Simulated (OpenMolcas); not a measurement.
# Eu²⁺ among point charges: CASSCF levels and susceptibility

Aim: the splitting of the states of Eu²⁺ in the field of 8 point charges, its lowest levels with spin-orbit coupling and its magnetic susceptibility.

Method: state-averaged CASSCF, spin-orbit coupling by RASSI with atomic mean-field integrals. Code: OpenMolcas 26.06.

## (1) Starting point

- Species: Eu²⁺ (europium, Z = 63, 61 electrons)
- Basis: ANO-RCC-VTZP [8s7p5d3f2g1h], 104 functions
- Scalar Hamiltonian: DKH2, point nucleus
- Inactive shells: 1s 2s 2p 3s 3p 3d 4s 4p 4d 5s 5p
- Active space: 7 electrons in 7 orbitals (4f)
- Some configurations of this space: 4f⁷
- Orbitals: optimised for the highest spin of each parity, averaged over all roots

Outer shells as boxes (Hund's rule):

4f7
```
4f [↑ ][↑ ][↑ ][↑ ][↑ ][↑ ][↑ ]
```

The ion sits among 8 point charges of -1.5 e arranged as a square antiprism (D4d), 2.71 Å from the ion, with a polar angle of 53.9° against the regular 57.3°.

The work runs as a chain of OpenMolcas steps in one folder; each step below is one input file. Labels, J, g values, rates, χT and fits are worked out afterwards by a script from the matrices that RASSI stores.

## (2) GATEWAY and SEWARD: basis and integrals

File a.inp:

```
&GATEWAY
Coord
1

Eu 0.0 0.0 0.0
Basis=ANO-RCC-VTZP
Group=NoSym
NoMove
AngMom=0.0 0.0 0.0
AMFI
XField
8 Angstrom 0
2.021996 0.837538 1.598174 -1.500000
-0.837538 2.021996 1.598174 -1.500000
-2.021996 -0.837538 1.598174 -1.500000
0.837538 -2.021996 1.598174 -1.500000
2.021996 -0.837538 -1.598174 -1.500000
0.837538 2.021996 -1.598174 -1.500000
-2.021996 0.837538 -1.598174 -1.500000
-0.837538 -2.021996 -1.598174 -1.500000
&SEWARD
```

Command:

```
OMP_NUM_THREADS=1 MOLCAS_MEM=2252 MOLCAS_PROJECT=a pymolcas a.inp > a.log
```

## (3) CASSCF: octets, 1 root

File a.inp:

```
&RASSCF
FileOrb=start.orb
Symmetry=1
Spin=8
nActEl=7 0 0
Inactive=27
Ras2=7
CIRoot=1 1 1
SDav=1
CIMx=300
Iter=120 100
PrWF=0.3
OrbListing=Nothing
MaxOrb=0
>>> COPY $Project.JobIph JOB001
```

start.orb holds the contracted functions of the basis, ordered by shell, or the orbitals of the step before.

## (4) CASSCF: sextets, 48 roots

File a.inp:

```
&RASSCF
FileOrb=start.orb
Symmetry=1
Spin=6
nActEl=7 0 0
Inactive=27
Ras2=7
CIRoot=48 48 1
SDav=48
CIMx=300
Iter=120 100
PrWF=0.3
OrbListing=Nothing
MaxOrb=0
CIOnly
>>> COPY $Project.JobIph JOB002
```

## (5) State interaction with spin-orbit coupling

File a.inp:

```
&RASSI
NrOfJobIphs=2 1 21
1
1 2 3 4 5 6 7 8 9 10 11 12 13 14 15 16 17 18 19 20 21
IphNames
JOB001
JOB002
EJob
SpinOrbit
DIPRint=1.0
SOCoupling=1000.0
Subsets=2
Property=9
'ANGMOM' 1 'ANGMOM' 2 'ANGMOM' 3 'MLTPL  1' 1 'MLTPL  1' 2 'MLTPL  1' 3
'AMFI' 1 'AMFI' 2 'AMFI' 3
SOProperty=3
'ANGMOM' 1 'ANGMOM' 2 'ANGMOM' 3
```

**Question.** What will these runs give? Wanted: spin-free ground state; lowest level; next level.

As calculated:

| quantity | value |
| --- | --- |
| method | CASSCF |
| spin-free ground state | octet, 1-fold in its orbital part |
| lowest level | 2-fold, g = 0.00, 0.00, 13.98 |
| next level | 0.2 cm⁻¹ |
| χT at 300 K | 7.86 cm³ K/mol |
| effective moment at 300 K | 7.93 μB |

What this shows: The spin-free ground state (octet) comes to 100 % from free-ion S terms and keeps the highest spin of the shell. The sextets rest on orbitals optimised for another spin in at least one step, which raises them against the optimised states. Not all states of the active space went into the spin-orbit step. Terms of lower spin are left out of the spin-orbit mixing, so the small splitting that they give the half-filled shell's ground term is missing or unsound. High states of lower spin are left out of the spin-orbit mixing, and CASSCF puts spin-flip levels too high. Point charges carry no covalency, so the field is a model and not that of real ligands.
